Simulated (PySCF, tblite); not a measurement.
# C6H10OSi: geometry, infrared bands and NMR shifts

What infrared bands and NMR shifts should C6H10OSi (`CCc1ccoc1[SiH3]`) show?

The runs use tblite 0.8.0 and PySCF 2.14.0, with density-fitted response routines of our own; the level of theory stands in each step. All values are computed, except where a source is named. Atoms count from 0, in the outputs and in this text.

**1. The starting structure**

18 atoms, charge 0, multiplicity 1; geometry from: force field or distance geometry start.

Bonds of the start (Å): C0–C1 1.52, C1–C2 1.49, C2–C3 1.39, C3–C4 1.38, C4–O5 1.31, O5–C6 1.29, C6–Si7 1.85, C6–C2 1.37, C0–H8 1.12, C0–H9 1.10, C0–H10 1.13, C1–H11 1.12, C1–H12 1.07, C3–H13 1.07, C4–H14 1.12, Si7–H15 1.46, Si7–H16 1.47, Si7–H17 1.48.

**2. Optimising the geometry with GFN2-xTB**

Job settings and geometry (Å):

```
{"job": {"kind": "relax", "xc": "GFN2-xTB", "basis": "xTB"}, "charge": 0, "multiplicity": 1}
C     -1.570500    -1.267900     0.657200
C     -1.025100    -0.848100    -0.700400
C     -0.237100     0.402000    -0.495000
C     -0.730100     1.661800    -0.832400
C      0.282900     2.530200    -0.477300
O      1.280800     1.823600     0.002100
C      1.020700     0.561400     0.012900
Si     2.201800    -0.722600     0.635200
H     -0.902100    -0.813700     1.434100
H     -1.719000    -2.352000     0.769800
H     -2.560500    -0.746500     0.774200
H     -0.325600    -1.670000    -0.987700
H     -1.810500    -0.796900    -1.431300
H     -1.692600     1.870300    -1.250500
H      0.271900     3.641200    -0.593600
H      3.593600    -0.323300     0.445600
H      2.026200    -2.016900    -0.045400
H      1.886300    -0.926200     2.070800
```

Launch:

```sh
$ OMP_NUM_THREADS=1 python probes_run.py task.json out
```

The driver reads the jobs from task.json and runs them one after another.

**Question.** This job is followed by: GFN2-xTB harmonic vibrations, gas phase; GIAO PBE0/pcSseg-1 NMR shielding, non-relativistic, gas phase. Predict these results of the whole session: strongest single infrared mode (GFN2-xTB); zero-point energy (GFN2-xTB); 13C shifts against TMS (PBE0/pcSseg-1); 1H shifts against TMS (PBE0/pcSseg-1, means over atoms taken as alike); 17O shifts against H2O (PBE0/pcSseg-1); 29Si shifts against TMS (PBE0/pcSseg-1).

The runs gave:

| quantity | value |
| --- | --- |
| strongest single infrared mode (GFN2-xTB) | 796 cm⁻¹, 365 km/mol |
| zero-point energy (GFN2-xTB) | 86.5 kcal/mol |
| 13C shifts against TMS (PBE0/pcSseg-1) | 153.2, 149.3, 148.0, 118.4, 24.3, 21.1 ppm |
| 1H shifts against TMS (PBE0/pcSseg-1, means over atoms taken as alike) | 7.72, 6.60, 4.48, 2.69, 1.21 ppm |
| 17O shifts against H2O (PBE0/pcSseg-1) | 322.5 ppm |
| 29Si shifts against TMS (PBE0/pcSseg-1) | -92.2 ppm |

What this shows: The optimisation took 64 steps and gained 0.527 eV; among the close pairs (by a distance rule), O5–C6 changed most, from 1.289 to 1.359 Å. All 48 modes are real, so the xTB geometry is a minimum. The strongest single mode, at 796 cm⁻¹, moves mainly H16 and H17. Unscaled tight-binding wavenumbers are off by several per cent, some by more. Its intensities can rank the bands wrongly. At PBE0/pcSseg-1: Shielding is most anisotropic at O5 (span 368 ppm, paramagnetic term -387 ppm). NICS(1)zz of -26 ppm above the planar ring from C2 marks a diatropic (aromatic) ring current.
